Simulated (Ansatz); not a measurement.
# BFH3O2: the cost of one run

Program: Ansatz 0.2.0. Level of theory: UHF/def2-SVP. These are calculated values, not measurements.

### 1 The system as given

Bond lengths: B1–O3 1.410 Å, O3–H4 1.010 Å, B1–F5 1.320 Å, O6–H7 1.010 Å. Angles: B1–O3–H4 109.5°, O3–B1–F5 120.0°.

Coordinates:

```xyz
7

B     0.0000    0.0000    0.0000
H     0.0000    0.0000    1.4400
O     1.2211    0.0000   -0.7050
H     1.5209   -0.9519   -0.8599
F    -1.1431    0.0000   -0.6600
O     0.0000    0.0000    2.7500
H    -0.5144   -0.8011    3.0871
```

### 2 A restrained relaxation towards end A

Springs on the bonds that form and break draw the guess towards this end; the thresholds are loose.

input.yaml reads:

```yaml
crystal:
  periodic: [false, false, false]
  atoms:
    - { symbol: B, position_ang: [0.0, 0.0, 0.0] }
    - { symbol: H, position_ang: [0.0, 0.0, 1.44] }
    - { symbol: O, position_ang: [1.2211, 0.0, -0.705] }
    - { symbol: H, position_ang: [1.5209, -0.9519, -0.8599] }
    - { symbol: F, position_ang: [-1.1431, 0.0, -0.66] }
    - { symbol: O, position_ang: [0.0, 0.0, 2.75] }
    - { symbol: H, position_ang: [-0.5144, -0.8011, 3.0871] }
magnetization:
  spin_polarized: true
  initial_magnetization: 1
basis:
  gaussian: { orbitals: def2-SVP }
hamiltonian:
  xc: hf
relax:
  f_tol: 0.15
  max_steps: 25
  restrain:
    - { distance: [1, 5], at: 2.21, k: 30.0 }
    - { distance: [0, 1], at: 1.19, k: 30.0 }
output:
  orbitals: {}
```

Command:

```
$ ansatz run input.yaml --threads 1 --pin off --max-ram 2048MiB --backend cpu --events-out ev --progress --plain --runs-dir out
```

Q: Estimate wall time and peak memory on 1 thread of Arm Neoverse V2, shared host.

About 35 s, with a peak of 0.14 GiB.
